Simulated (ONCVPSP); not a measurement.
# An ONCV potential for thulium, from input to tests

Do these settings give a usable potential? It is generated, then checked for transferability, scattering, ghosts and hardness.

Program: ONCVPSP 4.0.1. Reference atom: PBE, scalar-relativistic, spherical and spin-unpolarised. All values are calculated.

15 further runs of the same task are left out: 6 that didn't finish, 9 set aside as unsound or not needed.

## (1) Settings

Typed settings, in words:

```json
{
 "element": "thulium (Tm, Z = 69)",
 "type": "optimised norm-conserving Vanderbilt (ONCV)",
 "frozen core": "[Xe]",
 "valence charge": "15",
 "reference configuration": "4f12 5d1 6s2",
 "partial waves": "6s: rc 3.45 bohr, ncon 5, nbas 8, qcut 1.9 1/bohr, 1 projector; p scattering state at 0.37 Ha: rc 3.05 bohr, ncon 3, nbas 7, qcut 2.3 1/bohr, 2 projectors, debl 1.3 Ha; 5d: rc 2.85 bohr, ncon 5, nbas 9, qcut 5.9 1/bohr, 2 projectors, debl 1.7 Ha; 4f: rc 1.20 bohr, ncon 3, nbas 7, qcut 11.6 1/bohr, 3 projectors, debl 2.3 Ha",
 "local potential": "polynomial inside 0.90 bohr (lpopt 5, dvloc0 1 Ha)",
 "core correction": "polynomial model core, fcfact 0.45"
}
```

The outer shells as boxes (Hund's rule for the drawing; the calculation is spin-unpolarised):

```
[Xe] core
4f [↑↓][↑↓][↑↓][↑↓][↑↓][↑ ][↑ ]
5d [↑ ][  ][  ][  ][  ]
6s [↑↓]
```

An earlier all-electron run gives the scale for the radii.

All-electron outer shells of the reference configuration (PBE, scalar-relativistic, ld1.x):

```tsv
shell	level (eV)	outermost node (bohr)	outermost maximum (bohr)
5p	-30.39	0.63	1.24
4f	-9.57	–	0.49
6s	-4.49	1.46	3.17
5d	-1.97	0.71	1.87
6p	-1.34	1.78	4.39
```

## (2) Generating the potential

File Tm.dat:

```
# ATOM AND REFERENCE CONFIGURATION
# atsym  z   nc   nv     iexc    psfile
  Tm 69.00   11    3        4      upf
#
#   n    l    f
    1    0    2.00
    2    0    2.00
    2    1    6.00
    3    0    2.00
    3    1    6.00
    3    2   10.00
    4    0    2.00
    4    1    6.00
    4    2   10.00
    5    0    2.00
    5    1    6.00
    4    3   12.00
    5    2    1.00
    6    0    2.00
#
# PSEUDOPOTENTIAL AND OPTIMIZATION
# lmax
    3
#
#   l,   rc,      ep,       ncon, nbas, qcut
    0    3.45    0.00    5    8    1.90
    1    3.05    0.37    3    7    2.30
    2    2.85    0.00    5    9    5.90
    3    1.20    0.00    3    7   11.60
#
# LOCAL POTENTIAL
# lloc, lpopt,  rc(5),   dvloc0
    4    5    0.90    1.00
#
# VANDERBILT-KLEINMAN-BYLANDER PROJECTORs
# l, nproj, debl
    0    1    1.60
    1    2    1.30
    2    2    1.70
    3    3    2.30
#
# MODEL CORE CHARGE
# icmod, fcfact, rcfact
    1    0.45    0.00
#
# LOG DERIVATIVE ANALYSIS
# epsh1, epsh2, depsh
   -2.00    5.00    0.02
#
# OUTPUT GRID
# rlmax, drl
    6.00    0.01
#
# TEST CONFIGURATIONS
# ncnf
    4
# nvcnf
#   n    l    f
    3
    4    3   13.00
    5    2    0.00
    6    0    2.00
#
    3
    4    3   13.00
    5    2    0.00
    6    0    1.00
#
    3
    4    3   13.00
    5    2    0.00
    6    0    0.00
#
    3
    4    3   13.00
    5    2    0.50
    6    0    1.50
#
```

The run is started by

```sh
$ oncvpsp.x < Tm.dat > Tm.out
```

Q: Predict the outcome of this session. Wanted: cutoffs for 1 and 0.1 mHa per electron, occupied waves; bound ghosts; GHOST(+) flags; largest miss of a reference level; largest test error; largest phase difference near zero energy, channels read; rms error of d²Exc/dn², without and with the model core; projector energies reset by the program.

The runs gave:

| quantity | value |
| --- | --- |
| cutoffs for 1 and 0.1 mHa per electron, occupied waves | 87 Ha and 230 Ha |
| bound ghosts | s at -471.07 eV, s at -73.47 eV, p at -200.74 eV |
| GHOST(+) flags | p at 41 eV, d at 340 eV |
| largest miss of a reference level | 12 meV (4f) |
| largest test error (AE − PS) | -503 meV, for 4f13 5d0 6s0 |
| largest phase difference near zero energy, channels read | 0.020 rad |
| rms error of d²Exc/dn², without and with the model core | 8.32 and 6.55 mHa |
| projector energies reset by the program | p: 0.050, 1.350 Ha |

It has a bound ghost (s, p), a state that the atom doesn't have, and that rules the file out. Close by lies the frozen 4s level (-450.6 eV). The worst unpolarised test, 4f13 5d0 6s0, is off by 503 meV on 13.6 eV; by total energies transferability rates as poor. By its cutoff, 87 Ha for the looser tolerance, it is very hard. The tighter tolerance needs 230 Ha, and converged work needs a cutoff nearer that. At the looser tolerance the 4f wave is the slowest; 5d needs 10 Ha. Near zero energy the phases of the channels with partial waves agree within 0.020 rad. The program also flags highly localised states, GHOST(+) (p, d). All of this concerns the isolated atom, not yet a solid.
